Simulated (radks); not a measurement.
# Nuclear size and the levels of Zr

The task here is to estimate one member of a computed series from the others.

The numbers are computed with radks (a radial shooting solver on a logarithmic mesh, Libxc functionals) version 1 (Dirac Kohn-Sham, LDA (Slater exchange, Perdew-Wang correlation), spin-unpolarised, spherical densities, finite nucleus; open shells fill j = l - 1/2 first), except any that are marked as measured or tabulated.

### The system

| Quantity | Value |
| --- | --- |
| element | zirconium (Z = 40) |
| charge | 0 |
| electrons | 40 |
| configuration | [Kr] 4d2 5s2 |
| nuclear rms radius | 4.2694 fm |

The first run:

Settings of this run:

```text
Z 40
configuration [Kr] 4d2 5s2 5p0 6s0
relativity Dirac
functional lda,pw
spin unpolarised
j_filling energy
nucleus finite rms 4.2694 fm
c 137.035999084
```

Steps of the session up to this table: rms radius 4.2694 fm.

One of the session's tables, all rows but one given; the rest of the session is left out.

It belongs to the step «rms radius 4.2694 fm». Sizes of the orbitals, from the radial functions (bohr):

```
level    <r>  outermost maximum (interpolated)  90 % within  nodes
4p1/2  1.348                              1.16         2.01      2
4p3/2      ?                                 ?            ?      ?
5s1/2  3.699                              3.12         5.51      4
4d3/2  2.284                              1.60         3.79      1
4d5/2  2.313                              1.62         3.84      1
5p1/2  4.992                              4.07         7.59      3
5p3/2  5.120                              4.17         7.79      3
6s1/2  14.89                              10.2         24.8      5
```

Estimate the missing values for 4p3/2.

**Answer.** <r>: 1.380; outermost maximum (interpolated): 1.19; 90 % within: 2.06; nodes: 2. In the column «<r>» it lies between 4p1/2 (1.348) and 4d3/2 (2.284).
